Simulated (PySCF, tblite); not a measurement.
# C₅H₈N₃+: geometry, infrared bands and NMR shifts

Wanted: the infrared bands and NMR shifts of C₅H₈N₃+ (`C=C[n+]1ccn(C)n1`), by calculation.

Computed with tblite 0.8.0 and PySCF 2.14.0, with density-fitted response routines of our own, on a single molecule in the gas phase. Atoms are numbered from 0 throughout.

## 1. The molecule as given

16 atoms, charge 1, multiplicity 1; geometry from: force field or distance geometry start.

Bonds of the start (Å): C0–C1 1.33, C1–N2 1.41, N2–C3 1.33, C3–C4 1.39, C4–N5 1.35, N5–C6 1.45, N5–N7 1.34, N7–N2 1.32, C0–H8 1.08, C0–H9 1.07, C1–H10 1.11, C3–H11 1.08, C4–H12 1.09, C6–H13 1.12, C6–H14 1.12, C6–H15 1.11.

## 2. Geometry optimisation with GFN2-xTB

Job settings and geometry (Å):

```
{"job": {"kind": "relax", "xc": "GFN2-xTB", "basis": "xTB"}, "charge": 1, "multiplicity": 1}
C      2.924200     0.730700     0.060200
C      2.196200    -0.379000     0.026200
N      0.794500    -0.415200     0.128800
C      0.018300    -1.498900     0.096500
C     -1.308800    -1.114700     0.223000
N     -1.284800     0.230800     0.296900
C     -2.458700     1.078300     0.425600
N     -0.004700     0.626400     0.246900
H      2.433000     1.691900     0.155000
H      3.992100     0.670500    -0.008100
H      2.751400    -1.332800    -0.061800
H      0.396800    -2.505400     0.018600
H     -2.183600    -1.767700     0.240000
H     -2.940300     0.919800     1.419600
H     -2.156900     2.160700     0.392300
H     -3.176400     0.913500    -0.403600
```

Run with:

```
$ OMP_NUM_THREADS=1 python probes_run.py task.json out
```

One launch serves the whole session: the jobs run in the order shown.

**Question.** This job is followed by: GFN2-xTB harmonic vibrations, gas phase; GIAO PBE0/pcSseg-1 NMR shielding, non-relativistic, gas phase. What will the session give for the following? strongest single infrared mode (GFN2-xTB); zero-point energy (GFN2-xTB); ¹³C shifts against TMS (PBE0/pcSseg-1); ¹H shifts against TMS (PBE0/pcSseg-1, means over atoms taken as alike); ¹⁵N shifts against NH3 (PBE0/pcSseg-1).

**Answer**, as computed:

| quantity | value |
| --- | --- |
| strongest single infrared mode (GFN2-xTB) | 993 cm⁻¹, 53 km/mol |
| zero-point energy (GFN2-xTB) | 80.6 kcal/mol |
| ¹³C shifts against TMS (PBE0/pcSseg-1) | 137.8, 136.3, 132.2, 132.0, 39.6 ppm |
| ¹H shifts against TMS (PBE0/pcSseg-1, means over atoms taken as alike) | 8.21, 8.09, 7.54, 7.48, 6.84, 4.77 ppm |
| ¹⁵N shifts against NH3 (PBE0/pcSseg-1) | 376.9, 282.1, 269.4 ppm |

What this shows: Relaxing lowered the energy by 0.361 eV in 36 steps; the close pair that moved most is N5–N7, from 1.341 to 1.297 Å. All 42 modes are real, so the xTB geometry is a minimum. The strongest single mode, at 993 cm⁻¹, moves mainly H8 and H10. Unscaled tight-binding wavenumbers are off by several per cent, some by more. Its intensities can rank the bands wrongly. At PBE0/pcSseg-1: The widest tensor belongs to N7: span 486 ppm, with a paramagnetic part of -429 ppm. NICS(1)zz of -29 ppm above the planar ring from N2 marks a diatropic (aromatic) ring current.
